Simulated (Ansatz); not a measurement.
# Sn2GeP2: the cost of one run

Method: DFT PBE, scalar-relativistic, plane waves, PAW, in Ansatz 0.2.0.

## Step 1: The starting structure

The structure is tetragonal, space group I4/mmm (No. 139). Conventional cell: a = 5.852 Å, b = 5.852 Å, c = 7.574 Å, α = 90.00°, β = 90.00°, γ = 90.00°. Sn (site symmetry 4mm) is surrounded by 1 Ge at 2.23 Å and 4 P at 2.95 Å. Ge (site symmetry 4/mmm) is surrounded by 2 Sn at 2.23 Å. P (site symmetry -4m2) has 4 Sn at 2.95 Å as nearest neighbours.

Structure file:

```cif
data_structure
_symmetry_space_group_name_H-M 'I4/mmm'
_symmetry_Int_Tables_number 139
_cell_length_a 5.8523
_cell_length_b 5.8523
_cell_length_c 7.5742
_cell_angle_alpha 90.000
_cell_angle_beta 90.000
_cell_angle_gamma 90.000
_cell_volume 259.41
loop_
_atom_site_label
_atom_site_type_symbol
_atom_site_symmetry_multiplicity
_atom_site_Wyckoff_symbol
_atom_site_fract_x
_atom_site_fract_y
_atom_site_fract_z
_atom_site_occupancy
Sn1 Sn 4 e 0.00000 0.00000 0.20550 1
Ge1 Ge 2 b 0.00000 0.00000 0.50000 1
P1 P 4 d 0.00000 0.50000 0.25000 1
```

Recipe of the guess: random cell by space group and Wyckoff sites (I4/mmm, No. 139). The dimensions are guesses.

## Step 2: The guess as it stands, on a coarse mesh

The input, input.yaml:

```yaml
crystal:
  lattice:
    - [-2.9261477, 2.9261477, 3.78711943]
    - [2.9261477, -2.9261477, 3.78711943]
    - [2.9261477, 2.9261477, -3.78711943]
  atoms:
    - { symbol: Sn, position: [0.20550245, 0.20550245, 0.0] }
    - { symbol: Sn, position: [0.79449755, 0.79449755, 0.0] }
    - { symbol: Ge, position: [0.5, 0.5, 0.0] }
    - { symbol: P, position: [0.75, 0.25, 0.5] }
    - { symbol: P, position: [0.25, 0.75, 0.5] }
basis:
  ecutwfc: 420
kpoints:
  mp_grid: { grid: [4, 4, 4] }
hamiltonian:
  xc: pbe
scf:
  occupations: { method: gaussian, width: 0.1 }
  lower_state_search: "off"
output:
  forces: true
  stress: true
  eigenvalues: true
```

Command:

```bash
$ ansatz run input.yaml --threads 1 --pin off --max-ram 2560MiB --backend cpu --events-out ev --progress --plain --runs-dir out
```

What time and memory should one allow on 1 thread of Arm Neoverse V2, shared host?

About 3.6 s, with a peak of 0.39 GiB.
